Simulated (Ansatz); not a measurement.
# Os: stress in a strained cell

Os is deformed so: zz strain of -1 %. What stress and forces result, by LAPW, PAW and all-electron datasets made for the crystal?

Program: Ansatz 0.2.0. Level of theory: DFT PBEsol, scalar-relativistic. These are calculated values, not measurements.

2 further runs of the same task are left out: 2 set aside as unsound or not needed.

## 1. The structure to begin with

The structure is cubic, space group Fm-3m (No. 225). The conventional cell has a = 3.890 Å, b = 3.890 Å, c = 3.890 Å, α = 90.00°, β = 90.00°, γ = 90.00°. Around Os (site symmetry m-3m) lie 12 Os at 2.75 Å.

Coordinates:

```
Os
1.0
     0.00000    1.94500    1.94500
     1.94500    0.00000    1.94500
     1.94500    1.94500    0.00000
Os
1
Direct
  0.00000 0.00000 0.00000
```

## 2. The deformed structure

Space group Fm-3m before, I4/mmm after.

## 3. LAPW, all electrons

Contents of input.yaml:

```yaml
crystal:
  lattice:
    - [0.0, 1.945, 1.92555]
    - [1.945, 0.0, 1.92555]
    - [1.945, 1.945, 0.0]
  atoms:
    - { symbol: Os, position: [0.0, 0.0, 0.0] }
kpoints:
  mp_grid: { grid: [14, 14, 14] }
  band_path:
    path:
      - [0.0, 0.0, 0.0]
      - [0.0, 0.5, 0.5]
      - [0.25, 0.75, 0.5]
      - [0.0, 0.5, 0.0]
      - [0.0, 0.0, 0.0]
      - [0.5, 0.5, 0.0]
      - [0.3775380063, 0.6224619937, 0.0]
      - [-0.3775380063, 0.3775380063, 0.0]
      - [0.0, 0.0, 0.0]
    npoints: 5
scf:
  occupations: { method: fermi_dirac, width: 0.03 }
hamiltonian:
  xc: pbesol
  pseudopotentials: { kind: all_electron, lapw: { basis_error: 0.00025 } }
output:
  forces: true
  stress: true
  eigenvalues: true
```

On the command line:

```sh
ansatz run input.yaml --threads 1 --pin off --max-ram 3072MiB --backend cpu --events-out ev --progress --plain --runs-dir out
```

## 4. PAW on the default files

Contents of input.yaml:

```yaml
crystal:
  lattice:
    - [0.0, 1.945, 1.92555]
    - [1.945, 0.0, 1.92555]
    - [1.945, 1.945, 0.0]
  atoms:
    - { symbol: Os, position: [0.0, 0.0, 0.0] }
kpoints:
  mp_grid: { grid: [14, 14, 14] }
scf:
  occupations: { method: fermi_dirac, width: 0.03 }
hamiltonian:
  xc: pbesol
  pseudopotentials: { kind: paw }
output:
  forces: true
  stress: true
  eigenvalues: true
  efg: { contact_densities: true }
```

## 5. Datasets made for this crystal

Edit input.yaml of step 4 so:

```diff
@@ -13,3 +13,3 @@
   xc: pbesol
-  pseudopotentials: { kind: paw }
+  pseudopotentials: { kind: all_electron, datasets: crystal }
 output:
```

(Steps that only read results are left out.)

What does the calculation give? Wanted: pressure; largest shear or deviatoric stress.

The runs gave:

| quantity | value |
| --- | --- |
| pressure | LAPW -16.56, PAW -16.58, crystal datasets -16.56 GPa |
| largest shear or deviatoric stress (LAPW) | 1.68 GPa |

What this shows: Against the undeformed cell the largest change of stress is +5.05 GPa, in the zz component. PAW: stress within 0.03 GPa of LAPW. Crystal datasets: stress within 0.01 GPa of LAPW. Spin-orbit coupling is left out, though the cell holds Os; in elements this heavy it can shift bands and gaps by tenths of an eV.
